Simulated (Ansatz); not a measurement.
# GaB2As2: the cost of one run

Method: DFT PBE, scalar-relativistic, plane waves, PAW, in Ansatz 0.2.0.

**1. The starting structure**

It takes space group P-4m2 (No. 115, tetragonal). The conventional cell has a = 3.474 Å, b = 3.474 Å, c = 6.873 Å, α = 90.00°, β = 90.00°, γ = 90.00°. Ga (site symmetry -4m2) has 8 As at 2.84 Å in its first shell of neighbours. B (site symmetry 2mm) is surrounded by 4 B at 2.47 Å and 4 As at 2.56 to 2.76 Å. Around As (site symmetry 2mm) lie 4 B at 2.56 to 2.76 Å and 4 Ga at 2.84 Å and 1 As at 2.85 Å.

Coordinates:

```cif
data_structure
_symmetry_space_group_name_H-M 'P-4m2'
_symmetry_Int_Tables_number 115
_cell_length_a 3.4739
_cell_length_b 3.4739
_cell_length_c 6.8727
_cell_angle_alpha 90.000
_cell_angle_beta 90.000
_cell_angle_gamma 90.000
_cell_volume 82.94
loop_
_atom_site_label
_atom_site_type_symbol
_atom_site_symmetry_multiplicity
_atom_site_Wyckoff_symbol
_atom_site_fract_x
_atom_site_fract_y
_atom_site_fract_z
_atom_site_occupancy
Ga1 Ga 1 a 0.00000 0.00000 0.00000 1
B1 B 2 g 0.00000 0.50000 0.51969 1
As1 As 2 f 0.50000 0.50000 0.20714 1
```

The cell is invented: random cell by space group and Wyckoff sites (P-4m2, No. 115). Its size is a rough estimate.

**2. Probe: one point on a coarse mesh**

input.yaml

```yaml
crystal:
  lattice:
    - [3.47389668, 0.0, 0.0]
    - [0.0, 3.47389668, 0.0]
    - [0.0, 0.0, 6.87271775]
  atoms:
    - { symbol: Ga, position: [0.0, 0.0, 0.0] }
    - { symbol: B, position: [0.0, 0.5, 0.51969145] }
    - { symbol: B, position: [0.5, 0.0, 0.48030855] }
    - { symbol: As, position: [0.5, 0.5, 0.20713916] }
    - { symbol: As, position: [0.5, 0.5, 0.79286084] }
basis:
  ecutwfc: 420
kpoints:
  mp_grid: { grid: [6, 6, 4] }
hamiltonian:
  xc: pbe
scf:
  occupations: { method: gaussian, width: 0.1 }
  lower_state_search: "off"
output:
  forces: true
  stress: true
  eigenvalues: true
```

Launch:

```bash
$ ansatz run input.yaml --threads 1 --pin off --max-ram 2560MiB --backend cpu --events-out ev --progress --plain --runs-dir out
```

What time and memory should one allow on 1 thread of Intel Xeon at 2.50GHz (Skylake/Cascade Lake), shared host?

About 12 s, with a peak of 0.37 GiB.
